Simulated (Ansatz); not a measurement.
**C3H4F2O3Ti: basis-set convergence**

Aim: see how fast density functionals converge with the basis set for C3H4F2O3Ti.

Program: Ansatz 0.2.0, Gaussian basis. Level of theory: one geometry, several basis sets. These are calculated values, not measurements.

The runs, in order: PBE0-D4/def2-SVP; ωB97M-V/def2-SVP; PBE0-D4/def2-QZVPP; ωB97M-V/def2-QZVPP; the functionals' def2-TZVPP values are taken from earlier runs.

## Step 1: The relaxed structure

The geometry comes from an earlier relaxation with PBE0-D4 in a triple-zeta def2 set; it is a stationary point, not always the lowest conformer.

13 atoms, charge 0, spin multiplicity 1.

Atoms are counted from 1 here; the program's logs count them from 0.

Bond lengths: O1–Ti2 1.786 Å, O1–H10 0.961 Å, Ti2–F3 1.772 Å, Ti2–F4 1.761 Å, Ti2–O5 2.048 Å, Ti2–O9 1.973 Å, O5–C6 1.252 Å, C6–C7 1.396 Å, C6–H11 1.097 Å, C7–C8 1.378 Å, C7–H12 1.080 Å, C8–O9 1.272 Å, C8–H13 1.094 Å. Angles: Ti2–O1–H10 122.1°, O1–Ti2–F3 98.4°, O1–Ti2–F4 115.2°, O1–Ti2–O5 89.5°, O1–Ti2–O9 116.9°, F3–Ti2–F4 97.6°, F3–Ti2–O5 168.0°, F3–Ti2–O9 86.7°, F4–Ti2–O5 87.1°, F4–Ti2–O9 126.4°, O5–Ti2–O9 81.6°, Ti2–O5–C6 133.5°, O5–C6–C7 124.7°, O5–C6–H11 116.5°, C7–C6–H11 118.9°, C6–C7–C8 119.8°, C6–C7–H12 120.2°, C8–C7–H12 120.0° and more.

## Step 2: PBE0-D4 in def2-SVP

The input, in.yaml:

```yaml
crystal:
  periodic: [false, false, false]
  atoms:
    - {symbol: O, position_ang: [1.079364, 2.069875, -0.987589]}
    - {symbol: Ti, position_ang: [1.379088, 0.359036, -0.569972]}
    - {symbol: F, position_ang: [2.915281, 0.568381, 0.287171]}
    - {symbol: F, position_ang: [1.981867, -0.640106, -1.889376]}
    - {symbol: O, position_ang: [-0.507091, -0.109015, -1.214923]}
    - {symbol: C, position_ang: [-1.543061, -0.503950, -0.633218]}
    - {symbol: C, position_ang: [-1.623383, -0.805753, 0.727734]}
    - {symbol: C, position_ang: [-0.505342, -0.682356, 1.524339]}
    - {symbol: O, position_ang: [0.641229, -0.285796, 1.142260]}
    - {symbol: H, position_ang: [1.749199, 2.749229, -0.868574]}
    - {symbol: H, position_ang: [-2.438088, -0.622792, -1.255530]}
    - {symbol: H, position_ang: [-2.554008, -1.151503, 1.153201]}
    - {symbol: H, position_ang: [-0.575035, -0.945252, 2.584467]}
basis:
  gaussian: {orbitals: def2-SVP}
hamiltonian: {xc: pbe0, dispersion: d4}
output: {orbitals: {seedname: orbitals}}
```

Run with:

```
ansatz run in.yaml --threads 4 --pin off --events-out ev --progress --plain --max-ram 66560MiB --backend cpu
```

The runs that follow: ωB97M-V in def2-SVP; PBE0-D4 in def2-QZVPP; ωB97M-V in def2-QZVPP.

Before running them: what should the planned runs give, taken together? Wanted: PBE0-D4: double and triple zeta above quadruple; ωB97M-V: double and triple zeta above quadruple.

As calculated:

| quantity | value |
| --- | --- |
| PBE0-D4: double and triple zeta above quadruple | 21.92, 1.21 eV |
| ωB97M-V: double and triple zeta above quadruple | 22.26, 1.13 eV |

What this shows: For PBE0-D4 the step from double to triple zeta gains 20.71 eV and the next only 1.21 eV. Total energies overstate the basis error of differences, where much of it tends to cancel.
